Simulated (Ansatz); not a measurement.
**BrH2InN radical: small, medium and large basis sets**

One table from this session's results is given with a row withheld; the runs are named, their logs left out.

Program: Ansatz 0.2.0, Gaussian basis. Level of theory: one geometry, several basis sets. These are calculated values, not measurements.

Plan: PBE0-D4/def2-SVP; ωB97M-V/def2-SVP; PBE0-D4/def2-QZVPP; ωB97M-V/def2-QZVPP; the functionals' def2-TZVPP values are taken from earlier runs.

## The geometry

All runs share one geometry, relaxed beforehand with PBE0-D4 in a triple-zeta def2 set. In takes the def2 core potential; no spin-orbit term is included.

SMILES `[NH2][In][Br]`, 5 atoms, charge 0, spin multiplicity 2.

Atoms are counted from 1 here; the program's logs count them from 0.

Bond lengths: N1–In2 2.070 Å, N1–H4 1.017 Å, N1–H5 1.014 Å, In2–Br3 2.517 Å. Angles: In2–N1–H4 110.8°, In2–N1–H5 113.4°, H4–N1–H5 107.5°, N1–In2–Br3 114.0°.

Set-up of the first run:

in.yaml

```yaml
crystal:
  periodic: [false, false, false]
  atoms:
    - {symbol: N, position_ang: [-0.067143, -0.340697, 0.924611]}
    - {symbol: In, position_ang: [-0.171847, -0.597323, -1.126982]}
    - {symbol: Br, position_ang: [-0.537573, 1.537541, -2.408680]}
    - {symbol: H, position_ang: [0.502958, 0.467733, 1.159056]}
    - {symbol: H, position_ang: [0.323507, -1.140856, 1.410594]}
basis:
  gaussian: {orbitals: def2-SVP}
magnetization: {spin_polarized: true, initial_magnetization: 1}
hamiltonian: {xc: pbe0, dispersion: d4}
output: {orbitals: {seedname: orbitals}}
```

Steps of the session up to this table: PBE0-D4 in def2-SVP; ωB97M-V in def2-SVP; PBE0-D4 in def2-QZVPP; ωB97M-V in def2-QZVPP.

One table of the session follows, with a row left open; its other results are not shown here.

It belongs to the step «Functionals by basis». 

```
functional       basis  HOMO (eV)  LUMO (eV)
   PBE0-D4    def2-SVP      -6.24      -3.54
   PBE0-D4  def2-TZVPP      -6.36      -3.66
   PBE0-D4  def2-QZVPP          ?          ?
   ωB97M-V    def2-SVP      -8.23      -1.89
   ωB97M-V  def2-TZVPP      -8.37      -2.05
   ωB97M-V  def2-QZVPP      -8.40      -2.12
```

**Question.** Estimate the row for PBE0-D4, def2-QZVPP.

**Answer.** HOMO (eV): -6.38; LUMO (eV): -3.70. In the column «HOMO (eV)» it lies between ωB97M-V, def2-SVP (-8.23) and PBE0-D4, def2-TZVPP (-6.36).
